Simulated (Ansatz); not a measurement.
# SbH+ (quartet): from Hartree-Fock to the top rungs, def2-TZVPP

How much of the correlation energy of SbH+ (quartet) does each wave-function method recover here?

The runs use Ansatz 0.2.0, Gaussian basis; def2-TZVPP, core rule «outside noble gas», up to 9 orbitals frozen.

The runs, in order: UHF; CCSD(T) on ROHF; CCSD(T) on UHF; BCCD(T) on ROHF; CISD; CCSDT(Q) on ROHF; CCSDT(Q) on UHF; CASSCF and MRCISD+Q, 5 electrons in 5 orbitals; CASSCF and NEVPT2, 5 electrons in 5 orbitals; Full CI.

9 further runs of the same task are left out: 3 that didn't finish, 6 set aside as unsound or not needed.

### Step 1. The geometry

The geometry is a PBE0/def2-TZVP stationary point (not a proven minimum). No spin-orbit coupling is included. Elements past krypton take def2 core potentials.

2 atoms, charge 1, spin multiplicity 4.

Atoms are counted from 1 here; the program's logs count them from 0.

Bond lengths: Sb1–H2 1.871 Å.

### Step 2. UHF

The input, in.yaml:

```yaml
crystal:
  periodic: [false, false, false]
  atoms:
    - {symbol: Sb, position_ang: [0.000000, 0.000000, 0.000000]}
    - {symbol: H, position_ang: [0.000000, 0.000000, 1.871000]}
basis:
  gaussian: {orbitals: def2-TZVPP}
total_charge: 1
magnetization: {spin_polarized: true, initial_magnetization: 3}
hamiltonian: {xc: hf}
output: {orbitals: {seedname: orbitals}}
```

On the command line:

```console
> ansatz run in.yaml --threads 1 --pin off --events-out ev --progress --plain --max-ram 2393MiB
```

The runs that follow: CCSD(T) on ROHF; CCSD(T) on UHF; BCCD(T) on ROHF; CISD; CCSDT(Q) on ROHF; CCSDT(Q) on UHF; CASSCF and MRCISD+Q, 5 electrons in 5 orbitals; CASSCF and NEVPT2, 5 electrons in 5 orbitals; Full CI.

**Question.** What will the summary of the whole plan be? Wanted: FCI below the RHF energy; RMP2 from FCI; UMP2 from FCI; RCCSD from FCI; RCCSD(T) from FCI; UCCSD(T) from FCI; RCCSDT(Q) from FCI; UCCSDT(Q) from FCI; NEVPT2 valence from FCI.

The runs gave:

| quantity | value |
| --- | --- |
| FCI below the RHF energy | -2.2071 eV |
| RMP2 from FCI | +46.5 kJ/mol |
| UMP2 from FCI | +47.2 kJ/mol |
| RCCSD from FCI | +7.8 kJ/mol |
| RCCSD(T) from FCI | +1.7 kJ/mol |
| UCCSD(T) from FCI | -1.6 kJ/mol |
| RCCSDT(Q) from FCI | 0.0 kJ/mol |
| UCCSDT(Q) from FCI | -3.3 kJ/mol |
| NEVPT2 valence from FCI | +36.6 kJ/mol |
| MRCISD+Q valence from FCI | +1.9 kJ/mol |
| levels within 1 kcal/mol (43 meV) | RCCSD(T), UCCSD(T), BCCD(T), RCCSDT, UCCSDT, RCCSDT(Q), UCCSDT(Q), MRCISD+Q valence |
| T1 diagnostic | 0.027 |
| effectively unpaired electrons | 3.02 |

In words: RCCSD(T) misses by +1.7 kJ/mol, 0.8 % of the correlation energy. CCSD(T) misses by +1.7 kJ/mol on the restricted determinant and by -1.6 kJ/mol on the unrestricted one; the two need not hold the same state or core. UCCSD(T), UCCSDT, UCCSDT(Q) fall below full CI: unrestricted runs freeze a spin-polarised core, another one than full CI's, and coupled cluster isn't variational. One determinant dominates. Of the multireference levels listed MRCISD+Q valence comes nearest in total energy (+1.9 kJ/mol), which doesn't show that its space is the better one. These misses are within one basis, not against nature; the frozen cores of restricted and unrestricted runs differ, which can shift their rows.
